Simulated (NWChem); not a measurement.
**C2H4AlF (SMILES C=[CH][AlH][F]): levels of theory compared**

Aim: a comparison of 5 runs (HF/STO-3G, HF/3-21G, B3LYP/6-31G*, PBE/6-31+G*) of C2H4AlF. 

The calculation is run with NWChem 7.3.0.

## (1) The molecule

C2H4AlF has 8 atoms, charge 0, and is taken as a singlet. SMILES: `C=[CH][AlH][F]`. The coordinates come from a PBE0-D4/def2-TZVP relaxation. This is one conformer, not always the lowest.

Bond lengths: C1–C2 1.336 Å, C2–Al3 1.926 Å, Al3–F4 1.652 Å, C1–H5 1.089 Å, C1–H6 1.089 Å, C2–H7 1.089 Å, Al3–H8 1.578 Å. Angles: C1–C2–Al3 117.9°, C2–Al3–F4 120.4°, C1–C2–H7 117.5°, Al3–C2–H7 124.6°, C2–C1–H5 121.9°, C2–C1–H6 123.0°, C2–Al3–H8 121.7°, F4–Al3–H8 117.9°, H5–C1–H6 115.1°.

## (2) Energy and forces at HF/STO-3G (run 1)

File work.nw:

```
start work
title "C2H4AlF"
memory 2200 mb
geometry noautosym nocenter noautoz
 C        0.611900       1.238300      -0.082900
 C       -0.207300       0.389100       0.543300
 Al      -0.435800      -1.365900      -0.215900
 F       -1.430800      -2.467800       0.507700
 H        1.139800       0.961500      -0.994300
 H        0.802500       2.249300       0.272800
 H       -0.698800       0.740100       1.449200
 H        0.310600      -1.801800      -1.535700
end
basis spherical bse
 * library STO-3G
end
scf
 thresh 1e-08
 maxiter 80
end
task scf gradient
```

The run is started by

```sh
$ nwchem work.nw > work.out
```

Output:

```text
[...]
  functions       =    28
[...]
  wavefunction    = RHF
[...]
         Total SCF energy =   -414.186825977381
      One-electron energy =   -849.747799022805
      Two-electron energy =    299.337560487617
 Nuclear repulsion energy =    136.223412557807
        Time for solution =      0.8s
[...]
                         RHF ENERGY GRADIENTS
    atom               coordinates                        gradient
                 x          y          z           x          y          z
   1 C       1.156323   2.340048  -0.156658    0.022159   0.017541  -0.020280
   2 C      -0.391740   0.735292   1.026688   -0.021164  -0.000727   0.029217
   3 Al     -0.823543  -2.581177  -0.407992   -0.002167   0.018793   0.014630
   4 F      -2.703820  -4.663466   0.959414   -0.019367  -0.022999   0.013136
   5 H       2.153910   1.816972  -1.878955    0.001494  -0.003183  -0.004072
   6 H       1.516505   4.250561   0.515517   -0.000874   0.003268   0.003264
   7 H      -1.320541   1.398586   2.738591   -0.001691   0.001401   0.003223
   8 H       0.586949  -3.404908  -2.902052    0.021611  -0.014096  -0.039119
[...]
```

It took 1.6 s on 1 thread of Intel Xeon 6975P-C (Granite Rapids), shared host; peak memory 0.096 GiB.

## (3) Energy and forces at HF/3-21G (run 2)

File c2h4alf.nw:

```
start c2h4alf
title "C2H4AlF"
memory 2200 mb

geometry units bohr noautosym nocenter noautoz
 C      1.15632342     2.34004786    -0.15665830
 C     -0.39174023     0.73529244     1.02668820
 Al    -0.82354265    -2.58117691    -0.40799187
 F     -2.70382014    -4.66346613     0.95941395
 H      2.15390984     1.81697167    -1.87895469
 H      1.51650522     4.25056097     0.51551729
 H     -1.32054062     1.39858630     2.73859110
 H      0.58694893    -3.40490853    -2.90205241
end

basis spherical bse
 * library 3-21G
end

scf
 thresh 1e-08
 maxiter 80
end

task scf gradient
```

The run is started by

```sh
$ nwchem c2h4alf.nw > c2h4alf.out
```

Output:

```text
[...]
  functions       =    48
[...]
  wavefunction    = RHF
[...]
         Total SCF energy =   -417.177910292055
      One-electron energy =   -849.583044689115
      Two-electron energy =    296.181731644066
 Nuclear repulsion energy =    136.223402752993
        Time for solution =      1.0s
[...]
                         RHF ENERGY GRADIENTS
    atom               coordinates                        gradient
                 x          y          z           x          y          z
   1 C       1.156323   2.340048  -0.156658   -0.000280  -0.001596  -0.000583
   2 C      -0.391740   0.735292   1.026688   -0.004092  -0.015256  -0.003668
   3 Al     -0.823543  -2.581177  -0.407992    0.001568   0.004617   0.000654
   4 F      -2.703820  -4.663466   0.959414    0.002163   0.003038  -0.001168
   5 H       2.153910   1.816972  -1.878955    0.003494  -0.003312  -0.006949
   6 H       1.516505   4.250561   0.515517    0.001381   0.008205   0.003135
   7 H      -1.320541   1.398586   2.738591   -0.003147   0.003266   0.006418
   8 H       0.586949  -3.404909  -2.902052   -0.001087   0.001036   0.002163
[...]
```

It took 1.9 s on 1 thread of Intel Xeon 6975P-C (Granite Rapids), shared host; peak memory 0.096 GiB.

Runs 3 to 4 aren't shown in full; the table further down has their settings and results.

## (4) Energy and forces at PBE/6-31+G(d) (spherical functions) (run 5)

File run.py:

```python
from ase import Atoms
from ase.calculators.nwchem import NWChem

system = Atoms(['C', 'C', 'Al', 'F', 'H', 'H', 'H', 'H'], positions=[
    [0.611900, 1.238300, -0.082900],
    [-0.207300, 0.389100, 0.543300],
    [-0.435800, -1.365900, -0.215900],
    [-1.430800, -2.467800, 0.507700],
    [1.139800, 0.961500, -0.994300],
    [0.802500, 2.249300, 0.272800],
    [-0.698800, 0.740100, 1.449200],
    [0.310600, -1.801800, -1.535700],
])

calc = NWChem(
    label='c2h4alf',
    theory='dft',
    memory='2200 mb',
    basis='6-31+G*',
    basispar='spherical bse',
    dft={'xc': 'xpbe96 cpbe96', 'mult': '1', 'grid': 'xfine', 'convergence': 'energy 1e-08', 'iterations': '100', 'mulliken': None},
)
system.calc = calc

forces = system.get_forces()
print(f"energy = {system.get_potential_energy():.6f} eV")
print("forces (eV/A):")
for s, f in zip(system.symbols, forces):
    print(f"{s:2s} {f[0]:10.5f} {f[1]:10.5f} {f[2]:10.5f}")
print("dipole (e A):", system.get_dipole_moment().round(4))
```

The run is started by

```sh
$ export ASE_NWCHEM_COMMAND="nwchem PREFIX.nwi > PREFIX.nwo"
$ python run.py
```

Output:

```text
energy = -11444.447144 eV
forces (eV/A):
C     0.42649    0.43647   -0.32972
C    -0.47113   -0.52435    0.33769
Al    0.53057    0.53294   -0.41981
F    -0.71811   -0.80656    0.51484
H     0.21530   -0.05605   -0.33656
H     0.09158    0.38690    0.10943
H    -0.19211    0.10115    0.33260
H     0.11745   -0.07045   -0.20847
dipole (e A): [ 0.2122  0.3837 -0.0626]
```

The calculator wrote c2h4alf.nwi:

```
title "c2h4alf"

permanent_dir c2h4alf

scratch_dir c2h4alf

start c2h4alf

geometry units angstrom nocenter noautosym noautoz
  C  6.1190000000000000e-01 1.2383000000000000e+00 -8.2900000000000001e-02
  C  -2.0730000000000001e-01 3.8910000000000000e-01 5.4330000000000001e-01
  Al -4.3580000000000002e-01 -1.3658999999999999e+00 -2.1590000000000001e-01
  F  -1.4308000000000001e+00 -2.4678000000000000e+00 5.0770000000000004e-01
  H  1.1397999999999999e+00 9.6150000000000002e-01 -9.9429999999999996e-01
  H  8.0249999999999999e-01 2.2492999999999999e+00 2.7279999999999999e-01
  H  -6.9879999999999998e-01 7.4009999999999998e-01 1.4492000000000000e+00
  H  3.1059999999999999e-01 -1.8018000000000001e+00 -1.5357000000000001e+00
end

memory 2200 mb

basis spherical bse noprint
   * library 6-31+G*
end

dft
  xc xpbe96 cpbe96
  mult 1
  grid xfine
  convergence energy 1e-08
  iterations 100
  mulliken
end

task dft gradient
```

c2h4alf.nwo, cut to the lines that bear on the results:

```text
[...]
         Total DFT energy =     -420.575678653317
[...]
  wavefunction    = closed shell
                         DFT ENERGY GRADIENTS
    atom               coordinates                        gradient
                 x          y          z           x          y          z
   1 C       1.156323   2.340048  -0.156658   -0.008294  -0.008488   0.006412
   2 C      -0.391740   0.735292   1.026688    0.009162   0.010197  -0.006567
   3 Al     -0.823543  -2.581177  -0.407992   -0.010318  -0.010364   0.008164
[... 4 lines of this table left out ...]
   8 H       0.586949  -3.404908  -2.902052   -0.002284   0.001370   0.004054
[...]
```

Run time: 31 s. Hardware: 1 thread of Intel Xeon 6975P-C (Granite Rapids), shared host; peak memory 0.14 GiB.

## (5) All runs side by side

```tsv
run	level	iteration cap	module	energy (Eh)	dipole moment (D)	HOMO energy (eV)	LUMO energy (eV)	wall time
1	HF/STO-3G	80	scf	-414.186826	0.48	-8.31	7.69	1.6 s
2	HF/3-21G	80	scf	-417.177910	2.30	-10.64	1.75	1.9 s
3	B3LYP/6-31G* (spherical functions)	100	dft	-420.932884	–	–	–	20 s
4	B3LYP/6-31G* (Cartesian functions)	100	dft	-420.937501	1.96	-7.82	-1.34	21 s
5	PBE/6-31+G* (spherical functions)	100	dft	-420.575679	2.13	-7.09	-2.30	31 s
```

## (6) Outcome

| quantity | value |
| --- | --- |
| run 5: total energy | -420.57568 Eh |
| run 5: dipole moment | 2.13 D |
| run 5: HOMO energy | -7.09 eV |
| run 5: LUMO energy | -2.30 eV |
| run 5: HOMO–LUMO gap | 4.79 eV |
| run 5: largest force on an atom | 1.196 eV/Å |

**Reading.** Over runs 1, 2, 4, 5 the dipole moment (its size) runs from 0.48 D (HF/STO-3G) to 2.30 D (HF/3-21G). Over runs 1, 2, 4, 5 the HOMO–LUMO gap runs from 4.79 eV (PBE/6-31+G*) to 16.00 eV (HF/STO-3G). The two ends differ in method and basis. Totals of different functionals can't be ranked against each other. In run 1 the basis is minimal, so the values are rough. All runs together took 75 s, the longest 31 s.
